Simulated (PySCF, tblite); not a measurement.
# C8H11 radical: geometry, infrared bands and EPR parameters

What infrared bands and EPR parameters should C8H11 radical (`[H]/[C]=C\[C@H]1C/C1=C\CC`) show?

Programs: tblite 0.8.0 and PySCF 2.14.0, with density-fitted response routines of our own. Each step states its level of theory. These are calculated values for one molecule in the gas phase, unless marked as measured. Atoms are numbered from 0 throughout.

## (1) Starting geometry

19 atoms, charge 0, multiplicity 2; geometry from: force field or distance geometry start.

Bonds of the start (Å): C0–C1 1.29, C1–C2 1.45, C2–C3 1.58, C3–C4 1.42, C4–C5 1.31, C5–C6 1.51, C6–C7 1.53, C4–C2 1.40, C0–H8 1.07, C1–H9 1.10, C2–H10 1.09, C3–H11 1.07, C3–H12 1.09, C5–H13 1.09, C6–H14 1.09, C6–H15 1.09, C7–H16 1.10, C7–H17 1.08, C7–H18 1.10.

## (2) Geometry optimisation with GFN2-xTB

Job settings and geometry (Å):

```
{"job": {"kind": "relax", "xc": "GFN2-xTB", "basis": "xTB"}, "charge": 0, "multiplicity": 2}
C     -3.647200    -0.103900     0.959500
C     -2.470300    -0.538400     0.673700
C     -1.807500    -0.106500    -0.539000
C     -1.051200     1.278000    -0.537700
C     -0.409900     0.016300    -0.540900
C      0.737000    -0.623500    -0.568100
C      2.077400     0.062100    -0.574000
C      2.889000    -0.285800     0.675300
H     -4.625900     0.261300     1.188400
H     -1.987200    -1.269600     1.335300
H     -2.275600    -0.423100    -1.474600
H     -1.038000     1.845000    -1.441000
H     -1.008400     1.835100     0.402700
H      0.742700    -1.710300    -0.588000
H      2.625900    -0.245600    -1.461500
H      1.959900     1.148900    -0.618800
H      3.057400    -1.366400     0.744300
H      3.856300     0.201200     0.641000
H      2.365700     0.034800     1.587500
```

Run with:

```sh
$ OMP_NUM_THREADS=1 python probes_run.py task.json out
```

One launch serves the whole session: the jobs run in the order shown.

**Question.** This job is followed by: GFN2-xTB harmonic vibrations, gas phase; UKS B3LYP, pcH-1 on C H, non-relativistic, mean-field spin-orbit, GIAO. Predict these results of the whole session: strongest single infrared mode (GFN2-xTB); zero-point energy (GFN2-xTB); g(iso) (B3LYP); ⟨S²⟩; largest a(iso) (averaged by class); potential on the surface of density 0.002 e/bohr³, 1st and 99th percentile.

The runs gave:

| quantity | value |
| --- | --- |
| strongest single infrared mode (GFN2-xTB) | 3039 cm⁻¹, 70 km/mol |
| zero-point energy (GFN2-xTB) | 99.5 kcal/mol |
| g(iso) (B3LYP) | 2.00224 |
| ⟨S²⟩ | 0.759 (exact 0.75) |
| largest a(iso) (averaged by class) | 13C on C0, 322.7 MHz |
| potential on the surface of density 0.002 e/bohr³, 1st and 99th percentile | -0.78 V and 0.94 V |

What this shows: Relaxing lowered the energy by 0.564 eV in 131 steps; the close pair that moved most is C2–C4, from 1.403 to 1.467 Å. All 51 modes are real, so the xTB geometry is a minimum. Unscaled tight-binding wavenumbers are off by several per cent, some by more. Its intensities can rank the bands wrongly. Most of the unpaired spin sits on C0 (1.04 e). The isotropic g lies 0.1 ppt below the free-electron value. These values are for one conformer; the search (at its own cheap level) found 2 more, at 1.11, 1.14 kcal/mol, and measured spectra average over such forms.
